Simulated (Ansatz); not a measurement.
C₃H₄Zn, SMILES C1=[CH][Zn][CH2]1, a rigid scan of one bond length

Program: Ansatz 0.2.0, Python API.

At the Python prompt:
```pycon
>>> import ansatz as az
>>> import numpy as np
>>> system = (
...     az.Crystal.molecule()
...     .atom("C", (-0.391, 0.5881, -0.2522))
...     .atom("C", (0.4038, 0.7213, 0.7579))
...     .atom("Zn", (1.1393, -1.0224, 0.9719))
...     .atom("C", (-0.031, -0.8018, -0.4276))
...     .atom("H", (-1.0992, 1.3184, -0.7904))
...     .atom("H", (0.7205, 1.5353, 1.4254))
...     .atom("H", (0.3353, -0.9882, -1.4361))
...     .atom("H", (-0.9855, -1.4078, -0.3047))
... )
>>> symbols = [site.symbol for site in system.cartesian_sites]
>>> start = np.array([site.position_ang for site in system.cartesian_sites])
>>> axis = (start[4] - start[0]) / np.linalg.norm(start[4] - start[0])
>>> moving = [4]
>>> lengths, energies = [1.013, 1.059, 1.105, 1.151, 1.197, 1.243, 1.289, 1.358], []
>>> for length in lengths:
...     xyz = start.copy()
...     xyz[moving] += (length - np.linalg.norm(start[4] - start[0])) * axis
...     point = az.Crystal.molecule()
...     for symbol, place in zip(symbols, xyz):
...         point = point.atom(symbol, place.tolist())
...     calculation = point.calculation().basis(gaussian="def2-SVP").functional("HF")
...     data = calculation.run(threads=1).report
...     energies.append(data["free_energy_ev"])
...     print(f"r = {length:6.3f} A  E = {energies[-1]:.5f} eV  <S^2> = {abs(data['mean_field']['state']['spin_squared']):.3f}")
...
r =  1.013 A  E = -51515.17927 eV  <S^2> = 0.000
r =  1.059 A  E = -51515.27100 eV  <S^2> = 0.000
r =  1.105 A  E = -51515.26958 eV  <S^2> = 0.000
r =  1.151 A  E = -51515.19615 eV  <S^2> = 0.000
r =  1.197 A  E = -51515.06748 eV  <S^2> = 0.000
r =  1.243 A  E = -51514.89686 eV  <S^2> = 0.000
r =  1.289 A  E = -51514.69484 eV  <S^2> = 0.000
r =  1.358 A  E = -51514.35075 eV  <S^2> = 0.000
>>> # quartic fit about the minimum
>>> fit = np.polynomial.Polynomial.fit(lengths, np.array(energies) - min(energies), 4).convert()
>>> roots = [r.real for r in fit.deriv().roots() if abs(r.imag) < 1e-9 and fit.deriv(2)(r.real) > 0]
>>> r_e = min(roots, key=lambda r: abs(r - lengths[int(np.argmin(energies))]))
>>> print(f"minimum of the fit at {r_e:.4f} A, force constant {fit.deriv(2)(r_e):.2f} eV/A^2")
minimum of the fit at 1.0810 A, force constant 38.86 eV/A^2
```

Caveats:
- Total energies depend on the basis set; only differences at equal settings carry meaning.
- The rest of the molecule is held rigid at a force-field or estimated start geometry, and the basis set is modest; single-reference methods fail as a bond breaks.
- Hartree-Fock leaves correlation out, so bond, atomisation and ionisation energies come out well too low.
- The orbitals are restricted, so S² is zero by construction.
- Wall time of the script: 12 s on 1 thread of Arm Neoverse V1, on a shared host, peak memory 0.23 GiB.
